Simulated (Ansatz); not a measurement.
**BBrF2H2S: a barrier at many levels of theory**

Aim: the barrier and energy of one elementary step (B1–Br6 formed, S2–H5 formed, B1–S2 broken, H5–Br6 broken) from LDA up to coupled cluster, on fixed structures, to see where each rung fails.

The runs use Ansatz 0.2.0, Gaussian basis; single points in def2-TZVPP on PBE0-D4/def2-TZVP structures.

Levels: SPW92, PBE-D4, BLYP-D4, r2SCAN-D4, B97M-V, PBE0-D4, B3LYP-D4, r2SCAN0-D4, BHLYP-D4, CAM-B3LYP-D4, wB97X-V, wB97M-V, B2PLYP, PBE-QIDH, RPA on PBE, Hartree-Fock, MP2, CCSD, CCSD(T). The reference is CCSD(T) at the basis limit, from triple and quadruple zeta. Zero-point energies come from PBE0-D4 vibrations.

Correlated methods freeze the cores. Filled d shells of the heavier atoms are correlated. B3LYP uses VWN-RPA correlation. B2PLYP carries no dispersion term here.

23 further runs of the same task are left out: 23 set aside as unsound or not needed.

## (1) Start, saddle and end, as given

Charge 0, multiplicity 1. The folders r, ts and p hold the start, the saddle and the end; their coordinates stand in the first inputs.

| pair | r (Å) | ts (Å) | p (Å) |
| --- | --- | --- | --- |
| B1–Br6 | 4.264 | 2.376 | 1.919 |
| S2–H5 | 2.494 | 1.636 | 1.342 |
| B1–S2 | 1.810 | 1.959 | 2.978 |
| H5–Br6 | 1.432 | 1.704 | 3.607 |

## (2) wB97M-V/def2-TZVPP

File r/in.yaml:

```yaml
crystal:
  periodic: [false, false, false]
  atoms:
    - {symbol: B, position_ang: [-0.662171, 0.034744, -1.066705]}
    - {symbol: S, position_ang: [1.092318, 0.292799, -0.704198]}
    - {symbol: F, position_ang: [-1.050918, -1.142155, -1.503188]}
    - {symbol: F, position_ang: [-1.556867, 0.986275, -0.913088]}
    - {symbol: H, position_ang: [0.807910, -0.648307, 1.587701]}
    - {symbol: Br, position_ang: [0.434241, -1.087216, 2.898672]}
    - {symbol: H, position_ang: [0.935484, 1.563760, -0.299092]}
basis:
  gaussian: {orbitals: def2-TZVPP}
hamiltonian: {xc: {name: wB97M-V}}
```

File ts/in.yaml:

```yaml
crystal:
  periodic: [false, false, false]
  atoms:
    - {symbol: B, position_ang: [-0.627228, -0.199431, -0.425387]}
    - {symbol: S, position_ang: [1.254255, 0.302559, -0.635575]}
    - {symbol: F, position_ang: [-0.931013, -1.323584, -1.052397]}
    - {symbol: F, position_ang: [-1.487717, 0.805229, -0.395128]}
    - {symbol: H, position_ang: [1.003129, -0.299502, 0.864886]}
    - {symbol: Br, position_ang: [-0.287255, -0.844029, 1.835681]}
    - {symbol: H, position_ang: [1.075827, 1.558657, -0.191977]}
basis:
  gaussian: {orbitals: def2-TZVPP}
hamiltonian: {xc: {name: wB97M-V}}
```

File p/in.yaml:

```yaml
crystal:
  periodic: [false, false, false]
  atoms:
    - {symbol: B, position_ang: [-1.207780, -0.472798, -0.125991]}
    - {symbol: S, position_ang: [1.491024, 0.678674, -0.634594]}
    - {symbol: F, position_ang: [-0.928653, -1.498559, -0.894563]}
    - {symbol: F, position_ang: [-1.773730, 0.592705, -0.640958]}
    - {symbol: H, position_ang: [2.109770, -0.216481, 0.150767]}
    - {symbol: Br, position_ang: [-1.078262, -0.651751, 1.780458]}
    - {symbol: H, position_ang: [1.387629, 1.568110, 0.364982]}
basis:
  gaussian: {orbitals: def2-TZVPP}
hamiltonian: {xc: {name: wB97M-V}}
```

No record of the launch command was kept for these runs.

Further steps of the session: CCSD(T)/def2-TZVPP; MP2/def2-QZVPP; Vibrations of the start structure; Vibrations of the end structure.

**Question.** What will these runs give? Wanted: barrier, CCSD(T)/CBS; reverse barrier, CCSD(T)/CBS; step energy, CCSD(T)/CBS; barrier with zero-point energy; step energy with zero-point energy; imaginary mode at the saddle; largest T1 diagnostic.

As calculated:

| quantity | value |
| --- | --- |
| barrier, CCSD(T)/CBS | 21.0 kcal/mol |
| reverse barrier, CCSD(T)/CBS | 23.3 kcal/mol |
| step energy, CCSD(T)/CBS | -2.4 kcal/mol |
| barrier with zero-point energy | 19.8 kcal/mol |
| step energy with zero-point energy | -2.3 kcal/mol |
| imaginary mode at the saddle | 740i cm⁻¹ |
| largest T1 diagnostic | 0.011 |

B97M-V is the best functional here (-0.2 kcal/mol from CCSD(T)/CBS); SPW92 is the worst (-15.2 kcal/mol). Mean unsigned error by rung: LDA 15.2, GGA 6.2, meta-GGA 3.3, hybrid 3.2, range-separated hybrid 0.7, double hybrid 1.2 kcal/mol. PBE-D4 gives a barrier 8.5 kcal/mol too low, outside chemical accuracy (1 kcal/mol). The barrier rises with the share of exact exchange, from BLYP-D4 through B3LYP-D4 to BHLYP-D4 (-3.8, -1.1, +3.3 kcal/mol). Hartree-Fock, with no correlation, is off by +16.3 kcal/mol. Zero-point motion lowers the barrier by 1.2 kcal/mol.
